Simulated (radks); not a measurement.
# Tl inside a hard spherical wall

The task here is to estimate one member of a computed series from the others.

Method: scalar-relativistic Kohn-Sham, r2SCAN, spin-polarised, spherical densities, finite nucleus; open shells are filled with parallel spins first. Code: radks (a radial shooting solver on a logarithmic mesh, Libxc functionals) version 1.

### The system

- element: thallium (Z = 81)
- charge: 0
- electrons: 81
- configuration: [Hg] 6p1
- nuclear rms radius: 5.4759 fm

The outer shells:

Tl
```
[Hg] core
6p [↑ ][  ][  ]
```

Set-up of the first run:

The run's settings:

```text
Z 81
configuration [Hg] 6p1 7s0 5f0 6d0
relativity scalar-relativistic
functional r2scan,r2scan
spin polarised
nucleus finite rms 5.4759 fm
c 137.035999084
```

Command:

```console
$ python run_ks.py task.json out
```

The same process makes all the runs of this session.

Among the steps run: The free atom; Wall at 20 bohr; Wall at 12 bohr; Wall at 8 bohr; Wall at 7 bohr; Wall at 6 bohr; Wall at 5 bohr; Wall at 3.5 bohr; Wall at 3 bohr; Wall at 2.5 bohr; Wall at 2 bohr.

One of the session's tables, all rows but one given; the rest of the session is left out.

```
R (bohr)  E − E(free) (eV)  ε(6p) (eV)  ε(7s, empty) (eV)  ε(6d, empty) (eV)  ε(5f, empty) (eV)
    free             0.000      -2.672                  -                  -                  -
      20            -0.000      -2.672             -0.164              0.799              1.480
      12             0.005      -2.654              0.366              1.833              3.753
       8             0.167      -2.323              3.066              4.269              8.257
       7             0.422      -1.937              5.274              5.809             10.498
       6             1.145      -1.062              9.468              8.466             13.659
       5                 ?           ?                  ?                  ?                  ?
     3.5            26.820      14.076             60.288             37.866             34.909
       3            61.459      28.237             98.970             60.018             47.123
     2.5            157.86      59.919             175.58             104.01             69.354
       2            474.21      140.31             347.41             203.25             116.67
```

**Question.** Estimate the row for R (bohr) = 5.

Worked estimate for «E − E(free) (eV)». A straight line through the neighbours (6, 1.145) and (3.5, 26.820) gives 1.145 + (26.820 − 1.145) × (5 − 6) / (3.5 − 6) = 11.415; a parabola fitted to 4 rows on both sides gives 1.628.

**Answer.** E − E(free) (eV): 3.500; ε(6p) (eV): 1.076; ε(7s, empty) (eV): 18.201; ε(6d, empty) (eV): 13.666; ε(5f, empty) (eV): 18.579. In «E − E(free) (eV)» the line misses by +7.915 and the parabola by -1.872.

From R = 5 bohr inwards the highest occupied level lies above zero, pushed up by confinement. Shells are not refilled when levels cross, and a hard wall is a model, not a crystal.
